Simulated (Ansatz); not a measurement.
# AlGaCl (quartet): wave-function methods side by side at a displaced geometry (v1), cc-pVDZ

An exercise on one series of results from a longer session: the logs are not shown, and one member is left open.

Method: cc-pVDZ, core rule «outside noble gas», up to 24 orbitals frozen; program: Ansatz 0.2.0, Gaussian basis.

The runs, in order: UHF; CCSD(T) on ROHF; CCSD(T) on UHF; BCCD(T) on ROHF; CISD; CCSDT(Q) on ROHF; CCSDT(Q) on UHF.

35 further runs of the same task are left out: 11 for a known fault of the program, 12 that didn't finish, 12 set aside as unsound or not needed.

## The geometry

The geometry is a PBE0/def2-TZVP stationary point (not a proven minimum) with its atoms shifted at random (size 0.040 Å). No spin-orbit coupling is included. The filled d shell of Ga may be among the frozen orbitals whatever the setting's name suggests; the logs give the count.

3 atoms, charge 0, spin multiplicity 4.

Atoms are counted from 1 here; the program's logs count them from 0.

Bond lengths: Cl1–Al2 2.080 Å, Al2–Ga3 2.275 Å. Angles: Cl1–Al2–Ga3 177.7°.

The first run:

Input file in.yaml:

```yaml
crystal:
  periodic: [false, false, false]
  atoms:
    - {symbol: Cl, position_ang: [-0.015433, -0.009008, -2.144360]}
    - {symbol: Al, position_ang: [-0.016266, -0.025151, -0.064713]}
    - {symbol: Ga, position_ang: [0.031698, 0.034159, 2.209073]}
basis:
  gaussian: {orbitals: cc-pVDZ}
magnetization: {spin_polarized: true, initial_magnetization: 3}
hamiltonian: {xc: hf}
output: {orbitals: {seedname: orbitals}}
```

Launch:

```console
> ansatz run in.yaml --threads 1 --pin off --events-out ev --progress --plain --max-ram 2393MiB
```

Steps of the session up to this table: UHF; CCSD(T) on ROHF; CCSD(T) on UHF; BCCD(T) on ROHF; CISD; CCSDT(Q) on ROHF; CCSDT(Q) on UHF.

One table of the session follows, with a row left open; its other results are not shown here.

| method | from UCCSDT(Q) (kcal/mol) |
| --- | --- |
| ROHF | +155.79 |
| UHF | +153.34 |
| RMP2 | +23.09 |
| UMP2 | ? |
| CISD | +19.43 |
| RCCSD | +6.22 |
| UCCSD | +5.82 |
| RCCSD(T) | +1.52 |
| UCCSD(T) | +1.21 |
| BCCD(T) | +1.53 |
| RCCSDT | +0.74 |
| UCCSDT | +0.40 |
| RCCSDT(Q) | +0.35 |
| UCCSDT(Q) | 0 |

Q: Estimate the row for UMP2 from the others.

As computed: from UCCSDT(Q) (kcal/mol): +23.28. In the column «from UCCSDT(Q) (kcal/mol)» it lies between RMP2 (+23.09) and UHF (+153.34).

Caveats from the session: Restricted and unrestricted rows rest on different reference determinants; where their highest levels disagree by more than a few hundredths of an eV, they describe different states and don't form one ladder.
